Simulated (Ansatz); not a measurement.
# V: the cost of one run

Program: Ansatz 0.2.0. Level of theory: DFT PBE, plane waves, PAW, scalar-relativistic, no spin polarisation. These are calculated values, not measurements.

## 1. The system as given

The cell holds 17 atoms (V17): a = 6.040 Å, b = 6.040 Å, c = 6.040 Å, α = 90.00°, β = 90.00°, γ = 90.00°.

The coordinates stand in the first input below.

## 2. Relaxing end A

File input.yaml:

```yaml
crystal:
  lattice:
    - [6.04, 0.0, 0.0]
    - [0.0, 6.04, 0.0]
    - [0.0, 0.0, 6.04]
  atoms:
    - { symbol: V, position: [0.0, 0.0, 0.0] }
    - { symbol: V, position: [0.5, 0.0, 0.0] }
    - { symbol: V, position: [0.0, 0.5, 0.0] }
    - { symbol: V, position: [0.0, 0.0, 0.5] }
    - { symbol: V, position: [0.25, 0.25, 0.25] }
    - { symbol: V, position: [0.5, 0.5, 0.0] }
    - { symbol: V, position: [0.5, 0.0, 0.5] }
    - { symbol: V, position: [0.75, 0.25, 0.25] }
    - { symbol: V, position: [0.0, 0.5, 0.5] }
    - { symbol: V, position: [0.25, 0.75, 0.25] }
    - { symbol: V, position: [0.25, 0.25, 0.75] }
    - { symbol: V, position: [0.5, 0.5, 0.5] }
    - { symbol: V, position: [0.75, 0.75, 0.25] }
    - { symbol: V, position: [0.75, 0.25, 0.75] }
    - { symbol: V, position: [0.25, 0.75, 0.75] }
    - { symbol: V, position: [0.75, 0.75, 0.75] }
    - { symbol: V, position: [0.7410331, 0.1336136, 0.4982895] }
basis:
  ecutwfc: 420.0
kpoints:
  mp_grid: { grid: [3, 3, 3] }
hamiltonian:
  xc: pbe
scf:
  occupations: { method: gaussian, width: 0.15 }
  lower_state_search: "off"
relax:
  f_tol: 0.03
  max_steps: 60
  adjacent_minimum: "off"
output:
  write_density: true
  write_potential: true
  elf: true
  volumetric_format: npy
```

Run with:

```sh
$ ansatz run input.yaml --threads 4 --pin off --max-ram 10240MiB --backend cpu --events-out ev --progress --plain --runs-dir out
```

Q: Estimate wall time and peak memory on 4 threads of Intel Xeon Platinum 8488C (Sapphire Rapids), shared host.

About 2.5 min, with a peak of 1.2 GiB.
